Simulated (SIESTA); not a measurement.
Crystal: NbTe.

```xyz
2
Lattice="3.7030 0.0000 0.0000 -1.8515 3.2069 0.0000 0.0000 0.0000 3.6942" Properties=species:S:1:pos:R:3 pbc="T T T"
Te    1.8515    1.0690    0.0000
Nb    0.0000    0.0000    1.8471
```

The cell comes from a database or a generator and needn't be the stable form of this composition.

Base run:

| Quantity | Value |
| --- | --- |
| Program | SIESTA 5.4.2 |
| Functional | PBE |
| Potentials or basis | PseudoDojo 0.4 standard (PBE files) |
| Basis | DZP (energy shift 0.003 Ry; two zetas on semicore shells) |
| Grid cutoff | 800 Ry |
| Energy shift | 0.003 Ry |
| k mesh | 8 × 8 × 7 |
| Occupations | fermi-dirac, width 0.05 eV |
| Spin | no spin polarisation |

Its results: band gap on the k mesh none (metal or under the smearing width); pressure 2.1 GPa.

Question: The run is repeated on the same cell with these changes: basis from DZP (energy shift 0.003 Ry; two zetas on semicore shells) to SZ (energy shift 0.003 Ry). What comes out?

Answer: Band gap on the k mesh none (metal or under the smearing width); pressure 8.7 GPa.

Caveats: the basis of atomic orbitals isn't converged, which shifts pressures, moduli and gaps; the basis has no polarisation orbitals (some runs).
